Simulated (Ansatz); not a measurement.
# GaAs3: the cost of one run

Method: DFT PBE, scalar-relativistic, plane waves, PAW, unless a step names another level, in Ansatz 0.2.0.

2 further runs of the same task are left out: 2 that didn't finish.

## Step 1: The starting structure

It takes space group P3m1 (No. 156, trigonal). The conventional cell has a = 3.968 Å, b = 3.968 Å, c = 13.455 Å, α = 90.00°, β = 90.00°, γ = 120.00°. Ga (site symmetry 3m) has 4 As at 2.47 to 2.53 Å as nearest neighbours. Ga (site symmetry 3m) is surrounded by 4 As at 2.44 to 2.54 Å. As (site symmetry 3m) has 4 Ga at 2.44 to 2.53 Å as nearest neighbours. As (site symmetry 3m) is surrounded by 1 Ga at 2.54 Å and 3 As at 2.58 Å. As (site symmetry 3m) has 3 Ga at 2.47 Å as nearest neighbours. As (site symmetry 3m) has 3 As at 2.58 Å as nearest neighbours. As (site symmetry 3m) is surrounded by 3 As at 2.61 Å.

Structure file:

```cif
data_structure
_symmetry_space_group_name_H-M 'P 1'
_symmetry_Int_Tables_number 1
_cell_length_a 3.9683
_cell_length_b 3.9683
_cell_length_c 13.4545
_cell_angle_alpha 90.000
_cell_angle_beta 90.000
_cell_angle_gamma 120.000
_cell_volume 183.49
loop_
_atom_site_label
_atom_site_type_symbol
_atom_site_fract_x
_atom_site_fract_y
_atom_site_fract_z
_atom_site_occupancy
Ga1 Ga 0.33333 0.66667 0.08436 1
Ga2 Ga 0.66667 0.33333 0.33438 1
As1 As 0.33333 0.66667 0.27248 1
As2 As 0.66667 0.33333 0.52297 1
As3 As 0.00000 0.00000 0.01553 1
As4 As 0.00000 0.00000 0.61083 1
As5 As 0.33333 0.66667 0.76240 1
As6 As 0.66667 0.33333 0.85505 1
```

It came out lowest among 21 distinct ends of the trial cells. At a tolerance of 0.02 Å it has space group P3m1 (No. 156).

## Step 2: Kick test: the unmoved cell on a coarse mesh

The input, input.yaml:

```yaml
crystal:
  lattice:
    - [3.9682876327, 0.0, 0.0]
    - [-1.9841438164, 3.4366378995, 0.0]
    - [0.0, 0.0, 13.4545242857]
  atoms:
    - { symbol: Ga, position: [0.3333333333, 0.6666666667, 0.0843581878] }
    - { symbol: Ga, position: [0.6666666667, 0.3333333333, 0.3343826819] }
    - { symbol: As, position: [0.3333333333, 0.6666666667, 0.2724786949] }
    - { symbol: As, position: [0.6666666667, 0.3333333333, 0.5229672702] }
    - { symbol: As, position: [1.0, 0.0, 0.0155285626] }
    - { symbol: As, position: [1.0, 0.0, 0.6108337103] }
    - { symbol: As, position: [0.3333333333, 0.6666666667, 0.7624019752] }
    - { symbol: As, position: [0.6666666667, 0.3333333333, 0.8550489171] }
basis:
  ecutwfc: 420
kpoints:
  mp_grid: { grid: [6, 6, 2] }
hamiltonian:
  xc: pbe
scf:
  occupations: { method: gaussian, width: 0.2 }
  lower_state_search: "off"
output:
  forces: true
  stress: true
  eigenvalues: true
```

Started as:

```console
ansatz run input.yaml --threads 1 --pin off --max-ram 2560MiB --backend cpu --events-out ev --progress --plain --runs-dir out
```

Q: Estimate wall time and peak memory on 1 thread of Arm Neoverse V2, shared host.

About 16 s, with a peak of 0.44 GiB.
